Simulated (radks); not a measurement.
**In²⁰⁺ in [Ne] 3s2 3p5.75 3d10 4s1 5s0.25: an all-electron calculation**

What are the levels of the indium ion In20+, how large are its shells, and how does its energy divide?

Program: radks (a radial shooting solver on a logarithmic mesh, Libxc functionals) version 1. Level of theory: scalar-relativistic Kohn-Sham, PBEsol, spin-polarised, spherical densities, point nucleus; open shells are filled with parallel spins first. These are calculated values, not measurements, unless marked.

### 1 Starting point

```
element       : indium (Z = 49)
charge        : +20
electrons     : 29
configuration : [Ne] 3s2 3p5.75 3d10 4s1 5s0.25
```

### 2 The run

Input:

```text
Z 49
configuration [Ne] 3s2 3p5.75 3d10 4s1 5s0.25
relativity scalar-relativistic
functional pbe_sol,pbe_sol
spin polarised
nucleus point
c 137.035999084
```

What does the calculation give?

As calculated:

```
                        quantity                   value
                    total energy     -5702.43497 hartree
exchange-correlation share of it                  2.41 %
                            −T/E                  1.0435
          highest occupied level       5s up, -331.75 eV
    most extended occupied level  5s up, <r> = 1.26 bohr
 radius at density 0.001 e/bohr³               1.96 bohr
    maxima of the radial density                       3
```

**Reading.** 5 principal shells are occupied and 3 maxima appear in the radial density; where shells overlap, one shows as a shoulder or not at all. −T/E is 1.043: with relativity the kinetic term as defined here no longer equals −E. This is not the tabulated ground configuration, so its levels and sizes aren't those of the ground state, and no measured value stands beside it.
